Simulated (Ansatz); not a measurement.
The same calculation of Si, space group I4/mmm as a Python script and as an input file (Ansatz's Python interface).

`si_bands.py`
```python
# -*- coding: utf-8 -*-
"""Band structure of Si."""

import ansatz as az
from ase import Atoms
import numpy as np

atoms = Atoms(
    ["Si"],
    scaled_positions=[
        (0.0, 0.0, 0.0),
    ],
    cell=[
        (-1.62691493, 1.62691493, 1.32032985),
        (1.62691493, -1.62691493, 1.32032985),
        (1.62691493, 1.62691493, -1.32032985),
    ],
    pbc=True,
)
structure = az.Crystal.from_ase(atoms)

# high-symmetry points in fractions of the reciprocal vectors
path = [
    ("G", (0.0, 0.0, 0.0)),
    ("X", (0.0, 0.0, 0.5)),
    ("M", (-0.5, 0.5, 0.5)),
    ("G", (0.0, 0.0, 0.0)),
    ("Z", (0.41466, 0.41466, -0.41466)),
]
calc = (
    structure.calculation()
    .functional("r2scan")
    .basis(550)
    .kpoints(density=4.5)
    .occupations("fermi_dirac", width=0.05)
    .band_structure([point for _, point in path], intervals=4)
    .scf(extra_bands=6)
    .band_table()
)
history = []
res = calc.session().plan().execute(on_event=lambda event: history.append(event["data"]["dr2_ev"]) if event["event"] == "scf_iter" else None)
report = res.report
print("density residual by iteration (eV):", " ".join(f"{value:.1e}" for value in history[:40]))

energy = report["free_energy_ev"]
print("F of the Si cell: {:.6f} eV = {:.6f} Ry = {:.6f} Ha".format(energy, energy / 13.605693, energy / 27.211386))
print("Fermi level {:.4f} eV, {} k-points, {} symmetry operations".format(report["fermi_energy_ev"], report["n_kpoints"], report["n_symmetry_ops"]))

gap = None if "band_edges_ev" not in report else report["band_edges_ev"][1] - report["band_edges_ev"][0]
print("gap on the k mesh:", "withheld (metal, or smearing too wide to tell)" if gap is None else f"{gap:.3f} eV")
print("lowest empty less highest filled band, by band count:", round(report["gap_by_band_count_ev"], 3), "eV")

bands = res.band_structure()
fermi = bands.fermi_energy_ev
print(f"zero of the bands: {fermi:.3f} eV, the Fermi level found on the SCF mesh")
for spin, channel in enumerate(bands.channels):
    print("channel", spin, "- computed levels within 8 eV of the Fermi level")
    for i, (label, _) in enumerate(path):
        levels = channel.eigenvalues_ev[i * 4] - fermi
        print(f"  {label:3s}", " ".join(f"{e:7.3f}" for e in levels if abs(e) < 8))
```

```console
$ python si_bands.py
density residual by iteration (eV): 4.6e-03 1.4e-03 4.7e-05 4.2e-07 2.8e-08 5.3e-10
F of the Si cell: -638.395914 eV = -46.921235 Ry = -23.460617 Ha
Fermi level 11.2566 eV, 244 k-points, 16 symmetry operations
gap on the k mesh: withheld (metal, or smearing too wide to tell)
lowest empty less highest filled band, by band count: -13.998 eV
zero of the bands: 11.257 eV, the Fermi level found on the SCF mesh
channel 0 - computed levels within 8 eV of the Fermi level
  G
  X    -7.995
  M    -2.689  -2.689  -1.407   1.178   4.457   6.997
  G
  Z    -2.097  -2.097  -1.480  -0.134   1.833
```

`input.yaml`:
```yaml
crystal:
  lattice:
    - [-1.62691493, 1.62691493, 1.32032985]
    - [1.62691493, -1.62691493, 1.32032985]
    - [1.62691493, 1.62691493, -1.32032985]
  atoms:
    - { symbol: Si, position: [0.0, 0.0, 0.0] }
basis:
  ecutwfc: 550.0
kpoints:
  mp_grid: { kspacing: 0.2222222222222 }
  band_path:
    path:
      - [0.0, 0.0, 0.0]
      - [0.0, 0.0, 0.5]
      - [-0.5, 0.5, 0.5]
      - [0.0, 0.0, 0.0]
      - [0.41466, 0.41466, -0.41466]
    npoints: 4
hamiltonian:
  xc: r2scan
scf:
  n_extra_bands: 6
  occupations: { method: fermi_dirac, width: 0.05 }
output:
  eigenvalues: true
```

On the command line:
```console
$ ansatz run input.yaml --threads 1 --pin off --max-ram 3072MiB --backend cpu --events-out ev --progress --plain --runs-dir out
scf.n_extra_bands = 6 over 2 filled bands (N_el = 4.0): the run solves 8 bands
Engine: ansatz 0.2.0, x86_64-unknown-linux-gnu
Pseudopotentials: kind: paw
Pseudopotential: Si, paw, valence charge 4, recommended cutoff 500 eV (meta_gga), Si.paw.azcp
Functional definition: r2SCAN
  parameter k0 = 0.174
  parameter k1 = 0.065
  parameter a1 = 4.9479
  exchange = r2scan_x(k0 = k0, k1 = k1, a1 = a1)
  correlation = r2scan_c
Crystal: 1 atoms, lattice volume = 13.979 Å³
Basis set: ecut = 550 eV, 409 PW (Γ), exchange–correlation on 96×96×96 points (64 copies of the dense FFT grid, shifted against one another)
Bands: 8, of which v1, the nominal top of the filled ones, is band 2 counted from 1 (1 counted from 0)
Symmetry: 16 space group operations
Space group: I4/mmm (ITA 139), of the structure as read, at distance tolerance 2.4e-5 Å
k-points: 244 of 2744
Non-local potential: Si, projectors of the file, l = 0: 2, l = 1: 2, l = 2: 2
PAW form: soft (Blöchl's): semilocal exchange-correlation on the pseudo side does not see the compensation charge
PAW frozen core: Si, regenerated for the run's functional (the file was generated under x = pbe(κ = 0.804, μ = 0.2195149727645171), c = pbe(β = 0.06672455060314922))
PAW one-centre angular grid: Si, 302 points (default); XC on 160 Gauss nodes
Initial density: superposition of atomic densities (neutral atoms: chi_scale 0, normalization atom), corrected by the library's trained network
Initial wavefunctions: pseudopotential atomic-orbital guess
Functional: x = r2scan, c = r2scan; τ floored in thin density (d = 2e-4 eV/Å³)
SCF iter   1: F=—  HF=-638.384554 eV  |F-HF|=—  |Δ(HF+E_count)|=         —  Δρ=5.92e-3  dr2=4.61e-3  dr2_τ=4.82e-3  ethr=1.77e-3  ⟨swp⟩=5.7  Hψ=16694  notcnv=0  defer=42
preconditioner: auto → none  [metal: Δε(μ)=0.010 eV  Ē_g=18.653 eV  σ=0.050 eV  W_gap=0.05  n_scr=0 (ndim 8)  ℏωp=19.9 eV  f_vac=0.000  D(μ)=0.42/eV (n_scr^D=0)]
SCF iter   2: F=—  HF=-638.395920 eV  |F-HF|=—  |Δ(HF+E_count)|=   1.14e-2  Δρ=3.43e-3  dr2=1.44e-3  dr2_τ=3.17e-6  ethr=1.15e-4  ⟨swp⟩=2.6  Hψ=5478  notcnv=0  defer=340
SCF iter   3: F=—  HF=-638.395895 eV  |F-HF|=—  |Δ(HF+E_count)|=   2.49e-5  Δρ=6.13e-4  dr2=4.73e-5  dr2_τ=1.22e-6  ethr=3.61e-5  ⟨swp⟩=2.9  Hψ=2555  notcnv=0  defer=340
SCF iter   4: F=—  HF=-638.395914 eV  |F-HF|=—  |Δ(HF+E_count)|=   1.89e-5  Δρ=6.70e-5  dr2=4.15e-7  dr2_τ=4.76e-9  ethr=1.18e-6  ⟨swp⟩=2.3  Hψ=2089  notcnv=0  defer=340
iter 5 did not close the SCF: its close was put off for the readings that it lacked (scf_convergence_deferred on its scf_iter line)
SCF iter   5: F=-638.395914 eV  HF=-638.395914 eV  |F-HF|=1.86e-8  |Δ(HF+E_count)|=   4.27e-7  Δρ=1.69e-5  dr2=2.78e-8  dr2_τ=2.82e-10  ethr=1.04e-8  ⟨swp⟩=2.0  Hψ=2091  notcnv=0  defer=340
SCF iter   6: F=-638.395914 eV  HF=-638.395914 eV  |F-HF|=1.11e-9  |Δ(HF+E_count)|=   2.38e-8  Δρ=2.71e-6  dr2=5.31e-10  dr2_τ=7.57e-12  ethr=6.95e-10  ⟨swp⟩=5.0  Hψ=8423  notcnv=0
SCF 1 converged in 6 iterations: F = -638.395914 eV  dr2 = 5.31e-10
  greatest PAW one-centre occupation: 0.671 electrons in one spin orbital (limit 2), on the Si atom at site 0 (counted from 0), in its partial waves of l = 0
NSCF: frozen V_eff on 17 k-points
SCF converged after 6 iterations
Free energy (F): -638.395914 eV
Harris-Foulkes:  -638.395914 eV  (|F-HF|=1.11e-9)
Internal energy: -638.392551 eV  (E = F + TS)
E sigma→0 (E₀):  -638.394232 eV
Entropy (-TS):   -0.003364 eV (-3.364 meV/atom)
Fermi energy:    11.256599 eV
--- Per-component energies (eV) ---
  E_band       = 20.090892
  E_kinetic    = 41.880590
  E_local      = 4.446236  (includes V_loc(G=0)·N_el)
  E_nonlocal   = 24.139551
  E_hartree    = 0.450064
  E_xc         = -52.392147
  E_vxc        = -51.543449  (∫ρ·V_xc dr)
  E_paw        = -518.969480  (= ΣΔE_a)
  E_vpaw       = -1.993872  (= ΣTr[D̂ρ^β])
  E_aug_tail   = 0.000002  (compensation charges beyond the density's cutoff)
  E_vtau       = 2.261693  (kinetic-family band-sum trace: ∫τ·v_τ [+ j·A + Jᵃ·Aᵃ] dr)
  E_ewald      = -137.870934
  E_core_change = -0.076433  (= ΣΔE_core)
  E_smearing   = -0.003364  (= −TS)
  E_closure    = 0.000000  (closes the sum)
  Σ components = -638.395914   (vs F -638.395914, Δ=0.00e0)
--- Band table (eV; the first three rows and the last of 244) ---
  k-point 0: bands = ["-4.4523", "21.2741", "22.0728", "22.0728", "25.0643", "26.2803", "27.3097", "27.3097"]
  k-point 1: bands = ["-4.3041", "18.8499", "22.1660", "23.3597", "25.1759", "25.7075", "26.9681", "28.6464"]
  k-point 2: bands = ["-3.8601", "15.7942", "22.4341", "23.8939", "23.9101", "26.1719", "26.6530", "29.7992"]
  k-point 243: bands = ["8.5675", "8.5675", "9.8494", "12.4345", "15.7134", "18.2536", "37.8567", "37.8567"]
```

Caveats:
- Absolute energies stand on the zero of these potentials, so only differences at equal settings mean something. A total without «per atom» is that of the cell as typed.
- An absolute Fermi energy rests on an arbitrary zero of the periodic potential and has no direct meaning.
- A gap by band count of zero or less means overlapping bands, a metal.
- This isn't the structure that Si takes at ambient conditions.
- Levels are Kohn-Sham eigenvalues on this mesh.
- By the engine's processor time: 4.8 s on 1 thread of Intel(R) Xeon(R) Processor @ 2.30GHz, with other jobs on the host, peak memory 0.53 GiB.
